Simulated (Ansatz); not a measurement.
# C2H5B2N: the cost of one run

Method: RKS B3LYP-D4/STO-3G, in Ansatz 0.2.0.

## Step 1: The system as given

Bond lengths: B1–C2 1.522 Å, C2–N3 1.299 Å, N3–B4 1.484 Å, C2–C5 1.483 Å, B4–C5 1.501 Å, B1–H6 1.197 Å, B1–H7 1.210 Å, B4–H8 1.175 Å, C5–H9 1.104 Å, C5–H10 1.075 Å. Angles (14 of 16 angles, heavy atoms first): B1–C2–N3 134.0°, B1–C2–C5 134.7°, N3–C2–C5 91.2°, C2–N3–B4 96.5°, N3–B4–C5 83.7°, C2–C5–B4 88.4°, C2–B1–H6 123.8°, C2–B1–H7 120.8°, N3–B4–H8 139.6°, C5–B4–H8 136.1°, C2–C5–H9 109.5°, C2–C5–H10 112.2°, B4–C5–H9 113.4°, B4–C5–H10 110.5°.

Coordinates:

```xyz
10

B     0.2762    1.8630   -0.2150
C     0.1571    0.4037    0.1992
N     0.5084   -0.2665    1.2555
B     0.1295   -1.6054    0.7390
C    -0.3518   -0.8283   -0.4519
H     0.7083    2.7232    0.4962
H    -0.1758    2.2455   -1.2703
H     0.0673   -2.7207    1.1047
H    -1.4520   -0.7767   -0.5274
H     0.2160   -1.0889   -1.3270
```

## Step 2: Preparing the start

File input.yaml:

```yaml
crystal:
  periodic: [false, false, false]
  atoms:
    - { symbol: B, position_ang: [0.2762, 1.863, -0.215] }
    - { symbol: C, position_ang: [0.1571, 0.4037, 0.1992] }
    - { symbol: "N", position_ang: [0.5084, -0.2665, 1.2555] }
    - { symbol: B, position_ang: [0.1295, -1.6054, 0.739] }
    - { symbol: C, position_ang: [-0.3518, -0.8283, -0.4519] }
    - { symbol: H, position_ang: [0.7083, 2.7232, 0.4962] }
    - { symbol: H, position_ang: [-0.1758, 2.2455, -1.2703] }
    - { symbol: H, position_ang: [0.0673, -2.7207, 1.1047] }
    - { symbol: H, position_ang: [-1.452, -0.7767, -0.5274] }
    - { symbol: H, position_ang: [0.216, -1.0889, -1.327] }
basis:
  gaussian: { orbitals: STO-3G }
hamiltonian:
  xc: b3lyp
  dispersion: d4
relax:
  f_tol: 0.02
  max_steps: 40
scf:
  lower_state_search: "off"
```

Started as:

```
ansatz run input.yaml --threads 1 --pin off --max-ram 2048MiB --backend cpu --events-out ev --progress --plain --runs-dir out
```

**Question.** How long does this run take on 1 thread of an Arm CPU, shared host, and how much memory does it need?

About 30 s, with a peak of 0.11 GiB.
